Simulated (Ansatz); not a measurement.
## CH3BS, SMILES BC=S: the interaction energy of a dimer with the counterpoise correction, step by step

Computed with the Python package of Ansatz (0.2.0).

The cells in order, each with its output:

```python
import ansatz as az
```

```python
FIRST = [
    ("B", (-0.5908, -0.2339, -0.4357)),
    ("C", (0.5609, 0.2776, 0.4313)),
    ("S", (1.4482, -0.6753, 0.966)),
    ("H", (-0.7415, -1.3252, -0.6799)),
    ("H", (-1.3839, 0.6038, -0.9096)),
    ("H", (0.7072, 1.3531, 0.6279)),
]
SECOND = [
    ("B", (5.6739, -1.7662, 1.3734)),
    ("C", (4.4926, -1.0027, 0.7723)),
    ("S", (4.6366, 0.3859, 0.5928)),
    ("H", (6.6497, -1.2728, 1.6522)),
    ("H", (5.5526, -2.9962, 1.5396)),
    ("H", (3.5608, -1.5132, 0.4759)),
]
```

```python
def energy(atoms, ghosts=()):
    molecule = az.Crystal.molecule()
    for symbol, xyz in atoms:
        molecule = molecule.atom(symbol, xyz)
    calc = (
        molecule.calculation()
        .basis(gaussian="def2-SVP")
        .functional("b3lyp", dispersion="d3bj")
    )
    deck = calc.input()
    if ghosts:
        deck = deck.set(az.key.basis.gaussian.ghost_atoms, [{"symbol": s, "position_ang": list(xyz)} for s, xyz in ghosts])
    return az.Session.from_dict(deck).plan().execute().report["free_energy_ev"]
```

```python
# monomers in their own basis and in the basis of the dimer
both = energy(FIRST + SECOND)
alone = energy(FIRST) + energy(SECOND)
ghosted = energy(FIRST, SECOND) + energy(SECOND, FIRST)
print(f"dimer {both:.6f} eV")
print(f"interaction, uncorrected   {(both - alone):8.3f} eV")
print(f"interaction, counterpoise  {(both - ghosted):8.3f} eV")
print(f"basis-set superposition    {(alone - ghosted):8.3f} eV")
```

    dimer -25180.218666 eV
    interaction, uncorrected      0.002 eV
    interaction, counterpoise     0.075 eV
    basis-set superposition       0.073 eV

Uncorrected it is 0.002 eV, with the counterpoise correction 0.075 eV; the difference, 0.073 eV, is the superposition error. In this basis both values are repulsive.

Caveats:
- Total energies depend on the basis set; only differences at equal settings carry meaning.
- The dimer is a generated trial pose of unrelaxed monomers, not a minimum, so the figure is no binding energy, and the basis set is small.
- b3lyp holds the VWN-RPA fit, as in Gaussian; the form of ORCA and Turbomole is b3lyp5.
- Finished in 14 s on 1 thread of Arm Neoverse V1, with other jobs on the host, peak memory 0.31 GiB.
